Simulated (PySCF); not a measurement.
# BCl3F2: the cost of one run

The runs use PySCF 2.14.0; levels as typed in each script, gas phase, geometry from GFN2-xTB.

## (1) The starting structure

SMILES `FF.ClB(Cl)Cl`, 6 atoms, charge 0, spin multiplicity 1.

Bond lengths: F1–F2 1.402 Å, Cl3–B4 1.724 Å, B4–Cl5 1.723 Å, B4–Cl6 1.723 Å. Angles: Cl3–B4–Cl5 120.3°, Cl3–B4–Cl6 119.7°, Cl5–B4–Cl6 120.0°.

Coordinates:

```xyz
6
charge 0, multiplicity 1
F    -3.0500    0.0081   -0.7634
F    -3.1220   -0.0147    0.6368
Cl    2.7126   -0.0018   -0.0752
B     0.9912    0.0037    0.0205
Cl    0.1289    1.4946    0.0707
Cl    0.1344   -1.4904    0.0655
```

## (2) Binding of the two fragments (HF/6-31+g*)

input.py reads:

```python
import numpy as np
from pyscf import gto, scf, dft
from pyscf.scf import atom_ks, atom_hf
from scipy.linalg import block_diag
from pyscf.dispersion import dftd3

def solve(mol, dm0=None, hcore=None):
    mf = scf.UHF(mol) if mol.spin else scf.RHF(mol)
    mf = mf.density_fit(auxbasis='def2-universal-jkfit')
    mf.conv_tol, mf.max_cycle = 1e-8, 80
    if hcore is not None:
        mf.get_hcore = lambda *args: hcore
    mf.kernel(dm0)
    if not mf.converged:
        mf = mf.newton().run(mf.mo_coeff, mf.mo_occ, max_cycle=30)
    assert mf.converged, 'SCF not converged'
    return mf

mol = gto.M(atom='''
F     -3.04999     0.00806    -0.76339
F     -3.12195    -0.01475     0.63676
Cl     2.71262    -0.00179    -0.07525
B      0.99123     0.00370     0.02053
Cl     0.12894     1.49463     0.07074
Cl     0.13441    -1.49040     0.06552
''', basis='6-31+g*', charge=0, spin=0, verbose=4)
mol_a = gto.M(atom='''
F     -3.04999     0.00806    -0.76339
F     -3.12195    -0.01475     0.63676
ghost-Cl     2.71262    -0.00179    -0.07525
ghost-B      0.99123     0.00370     0.02053
ghost-Cl     0.12894     1.49463     0.07074
ghost-Cl     0.13441    -1.49040     0.06552
''', basis='6-31+g*', charge=0, spin=0, verbose=4)
mol_b = gto.M(atom='''
ghost-F     -3.04999     0.00806    -0.76339
ghost-F     -3.12195    -0.01475     0.63676
Cl     2.71262    -0.00179    -0.07525
B      0.99123     0.00370     0.02053
Cl     0.12894     1.49463     0.07074
Cl     0.13441    -1.49040     0.06552
''', basis='6-31+g*', charge=0, spin=0, verbose=4)
ab, a, b = solve(mol), solve(mol_a), solve(mol_b)
e_int = ab.e_tot - a.e_tot - b.e_tot
print('counterpoise-corrected interaction energy / kcal/mol', e_int * 627.5095)
def disp(atoms, charge):
    m = gto.M(atom=atoms, charge=charge, basis='sto-3g', spin=None, unit='Bohr', verbose=0)
    return dftd3.DFTD3Dispersion(m, xc='hf', version='d3bj').get_dispersion()['energy']
e_disp = disp(mol._atom, mol.charge) - disp(mol._atom[:2], mol_a.charge) - disp(mol._atom[2:], mol_b.charge)
print('D3(BJ) part / kcal/mol', e_disp * 627.5095)
# spherically averaged free atoms, for the promolecule
atm = scf.atom_hf.get_atm_nrhf(mol)
pro = block_diag(*[(atm[a[0]][2] * atm[a[0]][3]) @ atm[a[0]][2].T for a in mol._atom])
np.savez('result.npz', e_int=e_int, e_disp=e_disp, dm_a=a.make_rdm1(), dm_b=b.make_rdm1(), c=ab.mo_coeff, occ=ab.mo_occ, eps=ab.mo_energy, pro=pro, d=[f.dip_moment(verbose=0) for f in (ab, a, b)])
```

On the command line:

```sh
$ OMP_NUM_THREADS=1 python input.py
```

**Question.** How long does this run take on 1 thread of Arm Neoverse V2, shared host, and how much memory does it need?

About 4.6 s, with a peak of 0.26 GiB.
